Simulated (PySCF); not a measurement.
# ZrH4: geometry, NMR shifts and electronic excitations

Wanted: the NMR shifts and electronic excitations of ZrH4 (`[H][Zr]([H])([H])[H]`), by calculation.

Programs: PySCF 2.14.0, with density-fitted response routines of our own. Each step states its level of theory. These are calculated values for one molecule in the gas phase, unless marked as measured. Atoms count from 0, in the outputs and in this text.

## 1. The starting structure

5 atoms, charge 0, multiplicity 1; geometry from: GFN2-xTB.

Bonds of the start (Å): Zr0–H1 1.92, Zr0–H2 1.92, Zr0–H3 1.92, Zr0–H4 1.92.

## 2. Geometry optimisation at PBE0-D3(BJ)/def2-SVP

What the job is given:

```
{"job": {"xc": "PBE0", "basis": "def2-SVP", "d3": "d3bj", "grid": 1, "maxiter": 40, "kind": "geom"}, "charge": 0, "multiplicity": 1}
Zr     0.000680     0.003910     0.000810
H      0.010660    -0.019090     1.918700
H      1.804530     0.009360    -0.650970
H     -0.916040     1.568130    -0.622590
H     -0.899830    -1.562310    -0.645950
```

Output:

```text
step   0  E = -49.31417779  max force = 0.014643
step   1  E = -49.31683142  max force = 0.010195
step   2  E = -49.31841451  max force = 0.001161
step   3  E = -49.31843736  max force = 0.000079
step   4  E = -49.31843754  max force = 0.000061
optimisation converged
```

Wall time 4 s (1 thread, shared host).

Relaxation path:

```csv
step,energy from step 0 (eV),largest force component (eV/Å)
0,0.0000,0.7530
1,-0.0722,0.5242
2,-0.1153,0.0597
3,-0.1159,0.0041
4,-0.1159,0.0031
```

Distances of close pairs at the start and the end, largest changes first:

```csv
bond,before (Å),after (Å),change (Å)
Zr0–H4,1.919,1.844,-0.075
Zr0–H2,1.918,1.844,-0.074
Zr0–H1,1.918,1.844,-0.074
Zr0–H3,1.917,1.844,-0.073
```

The end geometry stands in the next job.

```csv
at the end point,value
point group (found at 0.08 Å tolerance),Td
"rotational constants (GHz, main isotopes)","55.314, 55.297, 55.277"
dipole moment (D),0.00
```

## 3. NMR shieldings: PBE0/def2-TZVP+pcSseg-1

What the job is given:

```
{"job": {"kind": "nmr", "xc": "PBE0", "basis": {"default": "pcSseg-1", "Zr": "def2-TZVP"}}, "charge": 0, "multiplicity": 1}
Zr     0.000120     0.000524     0.000095
H      0.012212    -0.016052     1.844102
H      1.734588     0.011101    -0.626065
H     -0.879218     1.507654    -0.596658
H     -0.867702    -1.503227    -0.621474
```

Level: GIAO PBE0/pcSseg-1 Zr:def2-TZVP NMR shielding, scalar relativity only through core potentials, gas phase.

Output:

```text
coarse grid: 18096 points
cycle   1  E = -48.9107489101  dE = -5.376e+00  |g| = 1.163e+00  |ddm| = 4.032e+00
cycle   2  E = -48.9024397188  dE =  8.309e-03  |g| = 1.128e+00  |ddm| = 3.155e+00
cycle   3  E = -49.3278214769  dE = -4.254e-01  |g| = 4.289e-02  |ddm| = 1.805e+00
cycle   4  E = -49.3282110251  dE = -3.895e-04  |g| = 1.440e-02  |ddm| = 5.546e-02
cycle   5  E = -49.3282834879  dE = -7.246e-05  |g| = 1.025e-03  |ddm| = 2.574e-02
cycle   6  E = -49.3282838177  dE = -3.298e-07  |g| = 6.966e-05  |ddm| = 2.259e-03
final grid: 35896 points
cycle   7  E = -49.3282847167  dE = -3.218e-09  |g| = 6.686e-05  |ddm| = 3.355e-04
cycle   8  E = -49.3282847163  dE =  3.757e-10  |g| = 7.664e-05  |ddm| = 1.539e-04
cycle   9  E = -49.3282847180  dE = -1.763e-09  |g| = 7.420e-06  |ddm| = 9.488e-05
cycle  10  E = -49.3282847181  dE = -1.734e-11  |g| = 1.536e-06  |ddm| = 9.635e-06
converged SCF energy = -49.3282847181

GIAO shielding tensors (ppm)
atom      isotropic    diamagn.    paramagn.     s11        s22        s33       span
  0 Zr         nan         nan         nan        nan        nan        nan        nan
  1 H       21.354      28.255      -6.902      5.350     29.354     29.357     24.006
  2 H       21.353      28.256      -6.903      5.350     29.354     29.356     24.007
  3 H       21.354      28.255      -6.901      5.348     29.356     29.357     24.009
  4 H       21.353      28.256      -6.903      5.356     29.350     29.352     23.996
```

Run time: 1.2 s. Hardware: 1 thread, shared host.

The references, computed at this level on geometries of the same kind, shield at (ppm): 1H TMS 31.27. Their shielding less the atom's gives the shift. The references are single molecules in the gas phase. Atoms listed in one row are averaged.

```csv
atoms,environment,σ (ppm),δ (ppm)
"H1, H2, H3, H4",hydrogen on a Zr,21.35,9.91
```

Atoms past Kr carry core potentials, so their printed shieldings have no meaning and are left out of the table.

The run also stored atomic charges by several schemes (e):

```csv
atoms,Mulliken,ESP fit
Zr0,0.78,1.30
```

With diffuse functions Mulliken charges and Mayer bond orders lose their meaning; the other schemes are steadier.

## 4. Ultraviolet spectrum: B3LYP/def2-SVPD

What the job is given:

```
{"job": {"kind": "uv", "xc": "B3LYP", "basis": "def2-SVPD", "ip": true, "nstates": 10}, "charge": 0, "multiplicity": 1}
Zr     0.000120     0.000524     0.000095
H      0.012212    -0.016052     1.844102
H      1.734588     0.011101    -0.626065
H     -0.879218     1.507654    -0.596658
H     -0.867702    -1.503227    -0.621474
```

With the program's defaults for keys left out, this is: TDDFT B3LYP/def2-SVPD, vertical, gas phase, core orbitals frozen in the response.

Output:

```text
coarse grid: 18096 points
cycle   1  E = -49.0009282428  dE = -6.087e+00  |g| = 1.009e+00  |ddm| = 3.684e+00
cycle   2  E = -48.9531294515  dE =  4.780e-02  |g| = 1.046e+00  |ddm| = 3.286e+00
cycle   3  E = -49.3692844455  dE = -4.162e-01  |g| = 4.281e-02  |ddm| = 1.666e+00
cycle   4  E = -49.3697370768  dE = -4.526e-04  |g| = 1.177e-02  |ddm| = 6.723e-02
cycle   5  E = -49.3697921251  dE = -5.505e-05  |g| = 1.249e-03  |ddm| = 1.640e-02
cycle   6  E = -49.3697926473  dE = -5.222e-07  |g| = 1.270e-04  |ddm| = 2.251e-03
final grid: 35896 points
cycle   7  E = -49.3697943327  dE = -1.108e-08  |g| = 1.675e-04  |ddm| = 1.065e-03
cycle   8  E = -49.3697943238  dE =  8.971e-09  |g| = 2.296e-04  |ddm| = 6.262e-04
cycle   9  E = -49.3697943433  dE = -1.955e-08  |g| = 1.322e-05  |ddm| = 3.675e-04
cycle  10  E = -49.3697943434  dE = -6.369e-11  |g| = 3.469e-06  |ddm| = 2.336e-05
converged SCF energy = -49.3697943434

Static polarisability (au): isotropic 53.615, principal 53.609 53.614 53.622

Singlet excitations
state   eV       nm        f      main configurations
  1   3.9435    314.4   0.00000   H->L 0.48, H-2->L 0.24, H->L+1 0.09
  2   3.9444    314.3   0.00000   H-2->L+1 0.40, H->L 0.27, H-1->L 0.16
  3   3.9448    314.3   0.00000   H-1->L+1 0.68, H-2->L 0.26
  4   4.2140    294.2   0.00332   H->L+1 0.59, H-1->L 0.37
  5   4.2148    294.2   0.00330   H-1->L 0.37, H-2->L+1 0.29, H-2->L 0.18
  6   4.2151    294.1   0.00330   H-2->L 0.30, H->L 0.24, H-1->L+1 0.23
  7   4.9982    248.1   0.00000   H-3->L 0.78
  8   4.9983    248.1   0.00000   H-3->L+1 0.78
  9   5.0594    245.1   0.00000   H-2->L+2 0.46, H->L+4 0.37, H->L+3 0.11
 10   5.0596    245.0   0.00000   H-1->L+2 0.46, H->L+3 0.38, H->L+4 0.11

Triplet excitations (Tamm-Dancoff, eV): 3.6535 3.6547 3.6552 3.6920
Vertical ionisation energy (delta-SCF) = 10.7077 eV
Vertical electron affinity (delta-SCF) = 0.5722 eV
```

Wall time 5.4 s (1 thread, shared host).

The orbitals next to the gap, with their largest atomic shares:

```csv
orbital,eV,atoms
HOMO−3,-9.02,"Zr0 34 %, H3 16 %, H2 16 %"
HOMO−2,-8.31,"Zr0 51 %, H4 37 %, H2 4 %"
HOMO−1,-8.31,"Zr0 51 %, H2 28 %, H1 20 %"
HOMO,-8.31,"Zr0 51 %, H3 32 %, H1 14 %"
LUMO,-2.70,Zr0 87 %
LUMO+1,-2.70,Zr0 87 %
LUMO+2,-1.88,"Zr0 77 %, H3 6 %, H1 6 %"
```

With each of the 10 states as a Gaussian band of 0.4 eV half-width at 1/e, the curve within the window shown has maxima at 294 nm (ε 400) L/(mol cm). Beyond the last state computed it falls off for lack of states. The curve at chosen wavelengths:

nm, ε (L/mol/cm) and a bar:
```
      231          0 
      237          1 
      242          2 
      248          9 #
      253         22 ##
      259         54 ####
      264         98 #######
      270        169 #############
      275        239 ##################
      281        319 ########################
      287        377 ############################
      292        400 ##############################
      298        393 #############################
      303        363 ###########################
      309        308 #######################
      314        254 ###################
      320        192 ##############
      326        137 ##########
      331         99 #######
      337         65 #####
      342         45 ###
      348         27 ##
      353         18 #
      359         10 #
      364          7 
      370          4
```

Ground-state properties from the same run:

```csv
property,computed
dipole moment (D),0.00
polarisability (Å³),7.94
HOMO–LUMO gap (eV),5.60
−ε(HOMO) (eV),8.31
```

## 5. Shielding tensors: KT2/def2-TZVP+pcSseg-1

What the job is given:

```
{"job": {"kind": "nmr", "xc": "KT2", "basis": {"default": "pcSseg-1", "Zr": "def2-TZVP"}, "pop": false}, "charge": 0, "multiplicity": 1}
Zr     0.000120     0.000524     0.000095
H      0.012212    -0.016052     1.844102
H      1.734588     0.011101    -0.626065
H     -0.879218     1.507654    -0.596658
H     -0.867702    -1.503227    -0.621474
```

Level: GIAO KT2/pcSseg-1 Zr:def2-TZVP NMR shielding, scalar relativity only through core potentials, gas phase.

Output:

```text
coarse grid: 18096 points
cycle   1  E = -48.5931206354  dE = -4.759e+00  |g| = 1.707e+00  |ddm| = 4.179e+00
cycle   2  E = -48.3656999664  dE =  2.274e-01  |g| = 1.811e+00  |ddm| = 4.804e+00
cycle   3  E = -49.4920016162  dE = -1.126e+00  |g| = 1.275e-01  |ddm| = 3.346e+00
cycle   4  E = -49.4967500700  dE = -4.748e-03  |g| = 2.474e-02  |ddm| = 1.654e-01
cycle   5  E = -49.4970421380  dE = -2.921e-04  |g| = 1.084e-03  |ddm| = 4.654e-02
cycle   6  E = -49.4970427452  dE = -6.072e-07  |g| = 2.091e-04  |ddm| = 3.301e-03
final grid: 35896 points
cycle   7  E = -49.4970421258  dE =  2.782e-08  |g| = 3.701e-04  |ddm| = 7.572e-04
cycle   8  E = -49.4970419926  dE =  1.332e-07  |g| = 7.085e-04  |ddm| = 1.330e-03
cycle   9  E = -49.4970421729  dE = -1.804e-07  |g| = 8.403e-05  |ddm| = 9.270e-04
cycle  10  E = -49.4970421754  dE = -2.479e-09  |g| = 2.956e-06  |ddm| = 1.021e-04
cycle  11  E = -49.4970421754  dE = -3.382e-12  |g| = 3.724e-07  |ddm| = 4.076e-06
converged SCF energy = -49.4970421754

GIAO shielding tensors (ppm)
atom      isotropic    diamagn.    paramagn.     s11        s22        s33       span
  0 Zr         nan         nan         nan        nan        nan        nan        nan
  1 H       20.710      28.068      -7.359      1.634     30.247     30.249     28.615
  2 H       20.709      28.069      -7.360      1.632     30.246     30.249     28.617
  3 H       20.709      28.068      -7.359      1.630     30.248     30.249     28.619
  4 H       20.709      28.068      -7.359      1.641     30.243     30.244     28.603
```

Run time: 1.7 s. Hardware: 1 thread, shared host.

Key values: δ H1 10.47 ppm (means over like atoms).

## 6. Side by side: NMR shifts

Shifts (ppm), means over like atoms, with basis size and wall time:

```csv
run,H1,functions,time
PBE0/def2-TZVP+pcSseg-1,9.91,60,1.2 s
KT2/def2-TZVP+pcSseg-1,10.47,60,1.7 s
```

## 7. Summary of results

| quantity | value |
| --- | --- |
| point group | Td |
| rotational constants (main isotopes) | 55.31, 55.30, 55.28 GHz |
| 1H shifts against TMS (PBE0/def2-TZVP+pcSseg-1, means over atoms taken as alike) | 9.91 ppm |
| lowest singlet (B3LYP/def2-SVPD) | 3.94 eV (314 nm), f = 0.000 |
| brightest single state of those computed | state 4, 4.21 eV, f = 0.003 |
| lowest triplet | 3.65 eV |
| vertical ionisation energy (ΔSCF) | 10.71 eV |
| vertical electron affinity (ΔSCF) | 0.57 eV |
| range of the shift of H1 | 9.91 to 10.47 ppm |

**Reading.** Over 4 steps the energy fell by 0.116 eV; of the close pairs, Zr0–H4 changed most, 1.919 to 1.844 Å. The first singlet state (HOMO→LUMO 0.48, HOMO−2→LUMO 0.24) lies at 3.94 eV and is dark; of the 10 states computed, the strongest absorption comes from states 4 to 6 together at 4.21 eV. The lowest triplet lies 0.29 eV below the lowest singlet (triplets in Tamm-Dancoff, singlets in full TDDFT). ΔSCF puts the ionisation energy at 10.71 eV, 2.40 eV above −ε(HOMO). The shift of H1 (with its like atoms) runs from 9.91 (PBE0/def2-TZVP+pcSseg-1) to 10.47 ppm (KT2/def2-TZVP+pcSseg-1). Spin-orbit coupling is left out, which matters for shieldings and couplings at and beside the heavy atoms.
